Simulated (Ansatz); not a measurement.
# CH7FGe: the cost of one run

Program: Ansatz 0.2.0. Level of theory: RKS PBE-D4/def2-mTZVP. These are calculated values, not measurements.

## 1. The structure to begin with

Bond lengths: Ge1–C2 2.310 Å, C2–H3 1.110 Å, C2–H4 1.110 Å, C2–H5 1.110 Å, Ge1–H6 1.550 Å, Ge1–F7 1.679 Å, Ge1–H8 1.549 Å. Angles: Ge1–C2–H3 109.5°, Ge1–C2–H4 109.5°, Ge1–C2–H5 109.5°, H3–C2–H4 109.4°, H3–C2–H5 109.4°, H4–C2–H5 109.4°, C2–Ge1–H6 109.5°, C2–Ge1–F7 109.5°, C2–Ge1–H8 109.5°, H6–Ge1–F7 109.5°, H6–Ge1–H8 109.5°, F7–Ge1–H8 109.5°.

Coordinates:

```xyz
10

Ge    0.0000    0.0000    0.0000
C     0.0000    0.0000    2.3100
H    -0.9996   -0.3092    2.6805
H     0.7676   -0.7111    2.6805
H     0.2320    1.0203    2.6805
H     1.4616    0.0000   -0.5162
F    -0.7913    1.3709   -0.5594
H    -0.7300   -1.2648   -0.5162
H    -1.7264    0.3188    0.5833
H    -1.3782    0.2545    1.5621
```

## 2. A restrained relaxation towards end A

Springs on the bonds that form and break draw the guess towards this end; the thresholds are loose.

Contents of input.yaml:

```yaml
crystal:
  periodic: [false, false, false]
  atoms:
    - { symbol: Ge, position_ang: [0.0, 0.0, 0.0] }
    - { symbol: C, position_ang: [0.0, 0.0, 2.31] }
    - { symbol: H, position_ang: [-0.9996, -0.3092, 2.6805] }
    - { symbol: H, position_ang: [0.7676, -0.7111, 2.6805] }
    - { symbol: H, position_ang: [0.232, 1.0203, 2.6805] }
    - { symbol: H, position_ang: [1.4616, 0.0, -0.5162] }
    - { symbol: F, position_ang: [-0.7913, 1.3709, -0.5594] }
    - { symbol: H, position_ang: [-0.73, -1.2648, -0.5162] }
    - { symbol: H, position_ang: [-1.7264, 0.3188, 0.5833] }
    - { symbol: H, position_ang: [-1.3782, 0.2545, 1.5621] }
basis:
  gaussian: { orbitals: def2-mTZVP }
hamiltonian:
  xc: pbe
  dispersion: d4
relax:
  f_tol: 0.15
  max_steps: 25
  restrain:
    - { distance: [0, 8], at: 2.75, k: 30.0 }
    - { distance: [9, 1], at: 2.31, k: 30.0 }
    - { distance: [0, 1], at: 1.96, k: 30.0 }
    - { distance: [9, 8], at: 0.66, k: 30.0 }
```

The run is started by

```console
$ ansatz run input.yaml --threads 2 --pin off --max-ram 3072MiB --backend cpu --events-out ev --progress --plain --runs-dir out
```

**Question.** How long does this run take on 2 threads of Arm Neoverse V2, shared host, and how much memory does it need?

About 12 s, with a peak of 0.17 GiB.
